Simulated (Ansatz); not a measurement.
**AlClH5NSi: basis-set convergence**

The task here is to estimate one member of a computed series from the others.

Program: Ansatz 0.2.0, Gaussian basis. Level of theory: one geometry, several basis sets. These are calculated values, not measurements.

Levels to be run: PBE0-D4/def2-SVP; ωB97M-V/def2-SVP; PBE0-D4/def2-QZVPP; ωB97M-V/def2-QZVPP; the functionals' def2-TZVPP values are taken from earlier runs.

## The relaxed structure

All runs share one geometry, relaxed beforehand with PBE0-D4 in a triple-zeta def2 set.

SMILES `[AlH2][NH][SiH2]Cl`, 9 atoms, charge 0, spin multiplicity 1.

Atoms are counted from 1 here; the program's logs count them from 0.

Bond lengths: Al1–N2 1.790 Å, Al1–H5 1.579 Å, Al1–H6 1.581 Å, N2–Si3 1.708 Å, N2–H7 1.013 Å, Si3–Cl4 2.066 Å, Si3–H8 1.481 Å, Si3–H9 1.479 Å. Angles: N2–Al1–H5 117.4°, N2–Al1–H6 117.3°, H5–Al1–H6 125.3°, Al1–N2–Si3 128.6°, Al1–N2–H7 116.6°, Si3–N2–H7 114.8°, N2–Si3–Cl4 112.4°, N2–Si3–H8 111.9°, N2–Si3–H9 108.1°, Cl4–Si3–H8 105.2°, Cl4–Si3–H9 107.1°, H8–Si3–H9 112.0°.

Geometry (Å):

```
Al   -0.2819    1.7782   -0.0829
N    -0.0660    0.1500    0.6278
Si    0.0994   -1.3490   -0.1749
Cl    2.0536   -2.0196   -0.1927
H    -0.3951    1.8764   -1.6544
H    -0.3631    3.0004    0.9166
H     0.0267    0.1041    1.6352
H    -0.6739   -2.4218    0.4920
H    -0.3111   -1.1649   -1.5840
```

Set-up of the first run:

Contents of in.yaml:

```yaml
crystal:
  periodic: [false, false, false]
  atoms:
    - {symbol: Al, position_ang: [-0.281933, 1.778152, -0.082868]}
    - {symbol: N, position_ang: [-0.066043, 0.150049, 0.627803]}
    - {symbol: Si, position_ang: [0.099425, -1.348968, -0.174921]}
    - {symbol: Cl, position_ang: [2.053614, -2.019599, -0.192720]}
    - {symbol: H, position_ang: [-0.395095, 1.876354, -1.654357]}
    - {symbol: H, position_ang: [-0.363126, 3.000388, 0.916600]}
    - {symbol: H, position_ang: [0.026738, 0.104109, 1.635199]}
    - {symbol: H, position_ang: [-0.673921, -2.421825, 0.492035]}
    - {symbol: H, position_ang: [-0.311058, -1.164861, -1.583970]}
basis:
  gaussian: {orbitals: def2-SVP}
hamiltonian: {xc: pbe0, dispersion: d4}
output: {orbitals: {seedname: orbitals}}
```

Run with:

```
ansatz run in.yaml --threads 2 --pin off --events-out ev --progress --plain --max-ram 4352MiB
```

Among the steps run: PBE0-D4 in def2-SVP; ωB97M-V in def2-SVP; PBE0-D4 in def2-QZVPP; ωB97M-V in def2-QZVPP.

One of the session's tables, all rows but one given; the rest of the session is left out.

It belongs to the step «Functionals by basis». 

```
functional       basis  HOMO (eV)
   PBE0-D4    def2-SVP      -8.20
   PBE0-D4  def2-TZVPP      -8.29
   PBE0-D4  def2-QZVPP      -8.31
   ωB97M-V    def2-SVP     -10.45
   ωB97M-V  def2-TZVPP          ?
   ωB97M-V  def2-QZVPP     -10.62
```

Estimate the missing values for ωB97M-V, def2-TZVPP.

The run gave: HOMO (eV): -10.60. In the column «HOMO (eV)» it lies between ωB97M-V, def2-QZVPP (-10.62) and ωB97M-V, def2-SVP (-10.45).
